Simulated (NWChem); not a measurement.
# ZrO (SMILES [O][Zr]) at CCSD/def2-SVP (core potential)

Aim: the vertical ionisation energy of ZrO at CCSD/def2-SVP (core potential), from 2 runs. 

The results are computed with NWChem 7.3.0.

7 further runs of the same task are left out: 7 set aside as unsound or not needed.

### 1 The system as given

ZrO has 2 atoms, charge 0, and is taken as a singlet. As SMILES, `[O][Zr]`. The bond length is the measured one.

Bond lengths: O1–Zr2 1.712 Å.

### 2 The energy at CCSD/def2-SVP (core potential)

File ozr.nw:

```
start ozr
memory total 2200 mb
charge 0

geometry units angstroms noautosym nocenter noautoz
   O      0.000000     0.000000     0.000000
   Zr     0.000000     0.000000     1.711600
end

basis spherical bse
   O library def2-SVP
   Zr library def2-SVP
end

ecp bse
   Zr library def2-SVP
end

scf
   thresh 0.01
   maxiter 80
   print low
end

ccsd
   freeze core 1
   maxiter 60
end

task ccsd energy
```

Command:

```bash
$ nwchem ozr.nw > ozr.out
```

Output:

```text
[...]
  functions       =    45
[...]
  wavefunction    = RHF
[...]
         Total SCF energy =   -121.279649349989
      One-electron energy =   -240.104943122080
      Two-electron energy =     89.144868495174
 Nuclear repulsion energy =     29.680425276917
        Time for solution =      4.7s
[...]
 Total MP2 energy:           -121.726129350061498
[...]
             energy      energy      error      ampl     ampl      Block
                                                time     time      time
[...]
 Total CCSD energy:           -121.707798672751693
[...]
```

Run time: 17 s. Hardware: 1 thread of Intel Xeon Platinum 8488C (Sapphire Rapids), shared host; peak memory 0.12 GiB.

### 3 The doublet cation

File input.nw:

```
start input
memory 2200 mb
charge 1
geometry units angstroms noautosym nocenter noautoz
  O        0.000000       0.000000       0.000000
  Zr       0.000000       0.000000       1.711600
end
basis spherical bse
  * library def2-SVP
end
ecp bse
  Zr library def2-SVP
end
scf
  doublet
  uhf
  thresh 0.01
  maxiter 80
  print low
end
tce
  scf
  ccsd
  freeze core 1
  maxiter 60
end
task tce
```

Command:

```bash
$ nwchem input.nw > input.out
```

Output:

```text
[...]
  functions       =    45
[...]
  wavefunction    = UHF
[...]
         Total SCF energy =   -121.048265961530
      One electron energy =   -235.460081092834
      Two electron energy =     84.731389854387
 Nuclear repulsion energy =     29.680425276917
                       Sz =      0.5000
                 Sz(Sz+1) =      0.7500
                      S^2 =      0.7686
[...]
         Wavefunction type : Unrestricted Hartree-Fock
          No. of electrons :    19
[...]
         Spin multiplicity : doublet
[...]
 CCSD total energy / hartree       =      -121.449328841893703
[...]
```

It took 8.1 s on 1 thread of Intel Xeon Platinum 8488C (Sapphire Rapids), shared host; peak memory 0.22 GiB.

### 4 What came out

At CCSD/def2-SVP (core potential), 1 core orbital frozen:

```
                                                  quantity          value
                                 singlet ZrO: total energy  -121.70780 Eh
   singlet ZrO: correlation energy (1 core orbital frozen)     -428.1 mEh
                              doublet cation: total energy  -121.44933 Eh
doublet cation: correlation energy (1 core orbital frozen)     -401.1 mEh
         doublet cation: ⟨S²⟩ of the reference determinant          0.769
        vertical ionisation energy (to the doublet cation)       7.033 eV
```

Removing an electron at fixed nuclei costs 7.03 eV (679 kJ/mol).
